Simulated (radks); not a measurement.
**Nuclear size and the levels of Re⁺**

One table from this session's results is given with a row withheld; the runs are named, their logs left out.

Method: Dirac Kohn-Sham, PBE, spin-unpolarised, spherical densities, finite nucleus; open shells fill j = l - 1/2 first. Code: radks (a radial shooting solver on a logarithmic mesh, Libxc functionals) version 1.

## What is computed

- element: rhenium (Z = 75)
- charge: +1
- electrons: 74
- configuration: [Xe] 4f14 5d5 6s1
- nuclear rms radius: 5.3698 fm

Set-up of the first run:

Settings of this run:

```text
Z 75
configuration [Xe] 4f14 5d5 6s1 6p0 7s0
relativity Dirac
functional pbe,pbe
spin unpolarised
j_filling energy
nucleus finite rms 5.3698 fm
c 137.035999084
```

Steps of the session up to this table: rms radius 5.3698 fm.

One table of the session follows, with a row left open; its other results are not shown here.

It belongs to the step «rms radius 5.3698 fm». Radial moments (bohr):

| level | <r> | outermost maximum (interpolated) | 90 % within | nodes |
| --- | --- | --- | --- | --- |
| 5p3/2 | 1.241 | 1.09 | 1.81 | 3 |
| 4f5/2 | 0.5763 | 0.414 | 0.948 | 0 |
| 4f7/2 | 0.5852 | 0.419 | 0.963 | 0 |
| 5d3/2 | 1.823 | 1.39 | 2.87 | 2 |
| 6s1/2 | 2.878 | 2.49 | 4.21 | 5 |
| 5d5/2 | 1.894 | 1.44 | 2.99 | 2 |
| 6p1/2 | 3.611 | 3.05 | 5.36 | 4 |
| 6p3/2 | ? | ? | ? | ? |

**Question.** Estimate the row for 6p3/2.

**Answer.** <r>: 3.932; outermost maximum (interpolated): 3.34; 90 % within: 5.81; nodes: 4. In the column «<r>» it is the highest.
